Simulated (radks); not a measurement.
# Nuclear size and the levels of Ce⁴⁹⁺

One table from this session's results is given with a row withheld; the runs are named, their logs left out.

Program: radks (a radial shooting solver on a logarithmic mesh, Libxc functionals) version 1. Level of theory: Dirac Kohn-Sham, LDA (Slater exchange, Perdew-Wang correlation), spin-unpolarised, spherical densities, finite nucleus; open shells are shared between the two j in proportion to 2j + 1. These are calculated values, not measurements, unless marked.

### What is computed

```
element            : cerium (Z = 58)
charge             : +49
electrons          : 9
configuration      : [He] 2s2 2p5
nuclear rms radius : 4.8771 fm
```

The outer shells:

Ce⁴⁹⁺
```
[He] core
2s [↑↓]
2p [↑↓][↑↓][↑ ]
```

Set-up of the first run:

Settings of this run:

```text
Z 58
configuration [He] 2s2 2p5 3s0 3p0
relativity Dirac
functional lda,pw
spin unpolarised
j_filling average
nucleus finite rms 4.8771 fm
c 137.035999084
```

On the command line:

```bash
> python run_ks.py task.json out
```

This one command runs every case of the session in turn.

Among the steps run: rms radius 4.8771 fm.

One of the session's tables, all rows but one given; the rest of the session is left out.

It belongs to the step «rms radius 4.8771 fm». Radial density 4πr²ρ:

```
r (bohr)  4πr²ρ (e/bohr)
 0.00107           3.066
 0.00147           5.227
 0.00205           8.864
 0.00282           14.47
 0.00391           23.10
 0.00539           34.75
 0.00748           49.43
  0.0103           63.81
  0.0143           73.49
  0.0197           73.02
  0.0273           63.38
  0.0377           56.26
  0.0523           63.06
  0.0720           73.47
  0.0999           61.47
   0.138               ?
   0.191           6.131
   0.263          0.4584
```

Estimate the missing values for r (bohr) = 0.138.

Worked estimate for «4πr²ρ (e/bohr)». A straight line through the neighbours (0.0999, 61.47) and (0.191, 6.131) gives 61.47 + (6.131 − 61.47) × (0.138 − 0.0999) / (0.191 − 0.0999) = 38.33; a parabola fitted to 4 rows on both sides gives 31.61.

**Answer.** 4πr²ρ (e/bohr): 29.31. In «4πr²ρ (e/bohr)» the line misses by +9.02 and the parabola by +2.30.
